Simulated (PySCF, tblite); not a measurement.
**C₅H₁₆O₂Si₂: geometry, infrared bands and NMR shifts**

What infrared bands and NMR shifts should C₅H₁₆O₂Si₂ (`C[SiH2]O[Si@@H](C)OC(C)C`) show?

The runs use tblite 0.8.0 and PySCF 2.14.0, with density-fitted response routines of our own; the level of theory stands in each step. All values are computed, except where a source is named. Atoms count from 0, in the outputs and in this text.

### Step 1. Starting geometry

25 atoms, charge 0, multiplicity 1; geometry from: force field or distance geometry start.

Bonds of the start (Å): C0–Si1 1.83, Si1–O2 1.67, O2–Si3 1.64, Si3–C4 1.86, Si3–O5 1.66, O5–C6 1.43, C6–C7 1.53, C6–C8 1.52, C0–H9 1.09, C0–H10 1.10, C0–H11 1.09, Si1–H12 1.48, Si1–H13 1.49, Si3–H14 1.49, C4–H15 1.10, C4–H16 1.10, C4–H17 1.10, C6–H18 1.11, C7–H19 1.09, C7–H20 1.09, C7–H21 1.09, C8–H22 1.08, C8–H23 1.09, C8–H24 1.10.

### Step 2. Geometry optimisation with GFN2-xTB

What the job is given:

```
{"job": {"kind": "relax", "xc": "GFN2-xTB", "basis": "xTB"}, "charge": 0, "multiplicity": 1}
C     -3.479300     1.619500    -0.138000
Si    -2.735400     0.174300     0.705800
O     -1.176500    -0.147900     0.212100
Si     0.029000    -1.229000     0.474200
C     -0.449200    -2.974100     0.051800
O      1.387600    -0.742100    -0.342900
C      1.946100     0.554300    -0.094200
C      3.450500     0.383000     0.141900
C      1.695100     1.436200    -1.304000
H     -3.540700     1.463100    -1.214400
H     -4.509500     1.800700     0.218000
H     -2.910200     2.529000     0.042700
H     -3.562600    -1.036200     0.484200
H     -2.704700     0.407800     2.176300
H      0.352100    -1.182200     1.929300
H     -1.316100    -3.302400     0.638700
H     -0.704600    -3.050300    -1.012700
H      0.372400    -3.672400     0.243500
H      1.512100     1.027300     0.807700
H      3.938300     1.342600     0.322100
H      3.917400    -0.097700    -0.718700
H      3.624900    -0.267000     1.003400
H      2.104800     0.994700    -2.202900
H      2.131100     2.422300    -1.174500
H      0.616500     1.570500    -1.468900
```

The run is started by

```sh
> OMP_NUM_THREADS=1 python probes_run.py task.json out
```

One launch serves the whole session: the jobs run in the order shown.

**Question.** This job is followed by: GFN2-xTB harmonic vibrations, gas phase; GIAO PBE0/pcSseg-1 NMR shielding, non-relativistic, gas phase. What will the session give for the following? strongest single infrared mode (GFN2-xTB); zero-point energy (GFN2-xTB); 13C shifts against TMS (PBE0/pcSseg-1); 1H shifts against TMS (PBE0/pcSseg-1, means over atoms taken as alike); 29Si shifts against TMS (PBE0/pcSseg-1); 17O shifts against H2O (PBE0/pcSseg-1).

The runs gave:

```
                                                              quantity                                               value
                             strongest single infrared mode (GFN2-xTB)                               1073 cm⁻¹, 597 km/mol
                                          zero-point energy (GFN2-xTB)                                      125.5 kcal/mol
                                13C shifts against TMS (PBE0/pcSseg-1)                      67.2, 27.8, 25.9, 1.1, 0.7 ppm
1H shifts against TMS (PBE0/pcSseg-1, means over atoms taken as alike)  5.25, 5.24, 5.07, 4.30, 1.27, 1.26, 0.35, 0.05 ppm
                               29Si shifts against TMS (PBE0/pcSseg-1)                                    -25.3, -32.6 ppm
                                17O shifts against H2O (PBE0/pcSseg-1)                                      97.5, 61.9 ppm
```

What this shows: Relaxing lowered the energy by 0.341 eV in 240 steps; the close pair that moved most is C0–Si1, from 1.831 to 1.899 Å. The lowest mode is slightly imaginary (11i cm⁻¹), a soft motion within the noise of the Hessian, so the minimum is not strictly shown. The strongest single mode, at 1073 cm⁻¹, moves mainly O2. GFN2-xTB is a fitted tight-binding method: band positions and strengths are rough. Its intensities can rank the bands wrongly. At PBE0/pcSseg-1: The widest tensor belongs to Si1: span 96 ppm, with a paramagnetic part of -507 ppm.
